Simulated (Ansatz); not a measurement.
# YSb: a single-point run

Aim: a sound single-point run of YSb. The structure is shown as the input types it. The cell is built on a prototype (CsCl type) and needn't be the phase found in nature.

Method: density functional or hybrid calculation with the settings of its input, plane waves (as first typed), in Ansatz 0.2.0.

5 further runs of the same task are left out: 1 for a known fault of the program, 4 that didn't finish.

**1. The starting structure**

Symmetry: Pm-3m, No. 221, cubic system. The conventional cell has a = 3.802 Å, b = 3.802 Å, c = 3.802 Å, α = 90.00°, β = 90.00°, γ = 90.00°. Y (site symmetry m-3m) has 8 Sb at 3.29 Å as nearest neighbours. Around Sb (site symmetry m-3m) lie 8 Y at 3.29 Å.

The input asks for a charge of +2 e on the cell.

As a file:

```
CELL_PARAMETERS angstrom
3.80243 0.00000 0.00000
0.00000 3.80243 0.00000
0.00000 0.00000 3.80243
ATOMIC_POSITIONS crystal
Y 0.00000 0.00000 0.00000
Sb 0.50000 0.50000 0.50000
```

**2. The calculation**

input.yaml reads:

```yaml
crystal:
  lattice:
    - [3.80243245, 0.0, 0.0]
    - [0.0, 3.80243245, 0.0]
    - [0.0, 0.0, 3.80243245]
  atoms:
    - { symbol: "Y", position: [0.0, 0.0, 0.0] }
    - { symbol: Sb, position: [0.5, 0.5, 0.5] }
kpoints:
  mp_grid: { grid: [4, 4, 4] }
hamiltonian:
  xc: pbesol
scf:
  occupations: { method: fermi_dirac, width: 0.02 }
  n_extra_bands: 4
  max_iter: 77
output:
  forces: true
  stress: true
  eigenvalues: true
total_charge: 2
```

Run with:

```bash
$ ansatz run input.yaml --threads 4 --pin off --max-ram 3686MiB --backend cpu --events-out ev --progress --plain --runs-dir out
```

Q: Will this input give a usable result? If not, why, and what should change?

This run ends as converged. It gives a pressure of 19 GPa, which is large; a structure far from rest gives such values too, whatever the setting.

The suspect setting: total_charge is 2. With this charge the calculation describes a differently charged system.

To check: delete total_charge (the default then holds).
